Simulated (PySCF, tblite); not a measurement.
# C₆H₇N₂ radical: geometry, infrared bands and EPR parameters

Aim: predict the infrared bands and EPR parameters of C₆H₇N₂ radical (`[H]/N=C(\N=C)C([CH2])=C=C`).

Programs: tblite 0.8.0 and PySCF 2.14.0, with density-fitted response routines of our own. Each step states its level of theory. These are calculated values for one molecule in the gas phase, unless marked as measured. Atoms are numbered from 0 throughout.

## Step 1: Starting geometry

15 atoms, charge 0, multiplicity 2; geometry from: force field or distance geometry start.

Bonds of the start (Å): C0–C1 1.46, C1–C2 1.30, C2–C3 1.32, C1–C4 1.44, C4–N5 1.29, C4–N6 1.43, N6–C7 1.30, C0–H8 1.11, C0–H9 1.11, C3–H10 1.06, C3–H11 1.07, N5–H12 1.06, C7–H13 1.08, C7–H14 1.08.

## Step 2: Geometry optimisation with GFN2-xTB

Job settings and geometry (Å):

```
{"job": {"kind": "relax", "xc": "GFN2-xTB", "basis": "xTB"}, "charge": 0, "multiplicity": 2}
C     -1.448700    -1.695600    -0.414800
C     -0.835800    -0.379900    -0.234800
C     -1.593400     0.656400    -0.423800
C     -2.375800     1.700000    -0.631600
C      0.520200    -0.110700     0.160800
N      0.846700    -0.275600     1.398000
N      1.448900     0.334800    -0.837000
C      2.722300     0.158400    -0.678700
H     -1.191800    -2.384300     0.413900
H     -1.188100    -2.200000    -1.364400
H     -2.396600     2.071200    -1.623900
H     -2.908600     2.047600     0.223200
H      1.835400    -0.082900     1.740800
H      3.413800     0.493200    -1.444200
H      3.147300    -0.324600     0.188900
```

Started as:

```console
$ OMP_NUM_THREADS=1 python probes_run.py task.json out
```

The driver reads the jobs from task.json and runs them one after another.

**Question.** This job is followed by: GFN2-xTB harmonic vibrations, gas phase; UKS B3LYP, pcH-1 on C H N, non-relativistic, mean-field spin-orbit, GIAO. Predict these results of the whole session: strongest single infrared mode (GFN2-xTB); zero-point energy (GFN2-xTB); g(iso) (B3LYP); ⟨S²⟩; largest a(iso) (averaged by class); surface potential, 1st and 99th percentile.

As calculated:

```
                                 quantity                      value
strongest single infrared mode (GFN2-xTB)      1664 cm⁻¹, 221 km/mol
             zero-point energy (GFN2-xTB)              68.7 kcal/mol
                           g(iso) (B3LYP)                    2.00234
                                     ⟨S²⟩         0.780 (exact 0.75)
       largest a(iso) (averaged by class)  1H on H10, H11, 105.9 MHz
    surface potential, 1st and 99th percentile         -1.65 V and 1.23 V
```

What this shows: The optimisation took 181 steps and gained 1.718 eV; among the close pairs (by a distance rule), C0–C1 changed most, from 1.463 to 1.381 Å. All 39 modes are real, so the xTB geometry is a minimum. The strongest single mode, at 1664 cm⁻¹, moves mainly C4 and N5. Unscaled tight-binding wavenumbers are off by several per cent, some by more. Its intensities can rank the bands wrongly. The largest spin populations lie on C0 (0.77 e), C2 (0.56 e). The isotropic g lies 0.0 ppt above the free-electron value.
